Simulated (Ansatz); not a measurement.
# CHCl₂FGaN: one species, many methods

Aim: compute CHCl₂FGaN with functionals from several rungs and with coupled cluster, and see how far each lands from CCSD(T) at the basis-set limit for the atomisation energy.

The runs use Ansatz 0.2.0, Gaussian basis; functionals in def2-TZVPP, the program's frozen cores in correlated methods.

Levels to be run: LDA (SPW92), PBE-D4, revPBE-D4, BLYP-D4, r2SCAN-D4, B97M-V, PBE0-D4, B3LYP-D4, r2SCANh-D4, r2SCAN0-D4, HSE06-D4, BHLYP-D4, CAM-B3LYP-D4, LC-ωPBE, ωB97X-V, ωB97M-V, B2PLYP, PBE-QIDH; CCSD(T)/def2-SVP; CCSD(T)/def2-TZVPP; MP2/def2-QZVPP; extrapolation to the limit; RPA on PBE.

## Step 1: Structure used throughout

All runs share one geometry, relaxed beforehand with PBE0-D4 in a triple-zeta def2 set.

SMILES `N=[C](Cl)[Ga]([F])[Cl]`, 7 atoms, charge 0, spin multiplicity 1.

Atoms are counted from 1 here; the program's logs count them from 0.

Bond lengths: N1–C2 1.248 Å, N1–H7 1.022 Å, C2–Cl3 1.764 Å, C2–Ga4 1.970 Å, Ga4–F5 1.740 Å, Ga4–Cl6 2.111 Å. Angles: C2–N1–H7 114.3°, N1–C2–Cl3 124.4°, N1–C2–Ga4 119.5°, Cl3–C2–Ga4 116.1°, C2–Ga4–F5 119.6°, C2–Ga4–Cl6 124.5°, F5–Ga4–Cl6 115.9°.

## Step 2: LDA

This LDA is Slater exchange with PW92 correlation.

in.yaml reads:

```yaml
crystal:
  periodic: [false, false, false]
  atoms:
    - {symbol: N, position_ang: [0.666816, -1.312717, 0.735779]}
    - {symbol: C, position_ang: [0.366903, -0.570223, -0.221582]}
    - {symbol: Cl, position_ang: [0.794275, -0.890438, -1.902447]}
    - {symbol: Ga, position_ang: [-0.652748, 1.081134, 0.114752]}
    - {symbol: F, position_ang: [-1.100149, 2.102072, -1.221716]}
    - {symbol: Cl, position_ang: [-1.269328, 1.737250, 2.023804]}
    - {symbol: H, position_ang: [1.194241, -2.147088, 0.471420]}
basis:
  gaussian: {orbitals: def2-TZVPP}
hamiltonian: {xc: lda}
output: {orbitals: {seedname: orbitals}}
```

Started as:

```console
ansatz run in.yaml --threads 4 --pin off --events-out ev --progress --plain --max-ram 10444MiB
```

After this run come: PBE-D4 (GGA); revPBE-D4 (GGA); BLYP-D4 (GGA); r2SCAN-D4 (meta-GGA); B97M-V (meta-GGA); B3LYP-D4 (hybrid); r2SCANh-D4 (hybrid); r2SCAN0-D4 (hybrid); HSE06-D4 (hybrid); BHLYP-D4 (hybrid); CAM-B3LYP-D4 (range-separated); LC-ωPBE (range-separated); ωB97X-V (range-separated); ωB97M-V (range-separated); B2PLYP (double hybrid); PBE-QIDH (double hybrid); CCSD(T) in def2-SVP; CCSD(T) in def2-TZVPP; MP2 in def2-QZVPP; RPA on PBE orbitals.

Q: Predict the results of all the runs planned. Wanted: atomisation energy, CCSD(T)/CBS; farthest beyond LDA; mean size of error, GGA; mean size of error, meta-GGA; mean size of error, hybrid; mean size of error, range-separated; mean size of error, double hybrid; gap, smallest and largest; T1 diagnostic.

**Answer**, as computed:

| quantity | value |
| --- | --- |
| atomisation energy, CCSD(T)/CBS | 25.130 eV |
| functionals within 0.251 eV (1.0 %) | BLYP-D4, B97M-V, PBE0-D4, r2SCANh-D4, HSE06-D4, CAM-B3LYP-D4, LC-ωPBE, ωB97X-V, ωB97M-V, PBE-QIDH |
| farthest beyond LDA | BHLYP-D4 (-1.590 eV) |
| mean size of error, GGA | 0.528 eV |
| mean size of error, meta-GGA | 0.213 eV |
| mean size of error, hybrid | 0.505 eV |
| mean size of error, range-separated | 0.085 eV |
| mean size of error, double hybrid | 0.222 eV |
| gap, smallest and largest | 3.88 eV (LDA (SPW92)), 11.11 eV (LC-ωPBE) |
| T1 diagnostic | 0.0138 |
| triples share of the correlation energy | 4.3 % |

**Reading.** LDA overbinds by 4.999 eV (20 %). PBE-D4 is off by +1.225 eV. Double hybrids carry the basis error of their MP2 part in triple zeta, and no dispersion term here, so their miss is partly the set-up's. The rungs range-separated, meta-GGA, double hybrid miss on average by less than the doubt on the reference (0.251 eV), so they tie. The reference freezes the cores and leaves out relativity and excitations past (T), and its outer-core shells are covered unevenly, so misses under about 0.251 eV can't be ranked. Hartree-Fock recovers 65 % of the binding; the rest is correlation. CCSD(T) in def2-SVP is off by -1.754 eV, which most functionals beat. Orbital gaps span 3.9 to 11.1 eV; exact exchange widens them. Correlated methods include outer-core shells of Ga, which these sets cover unevenly.
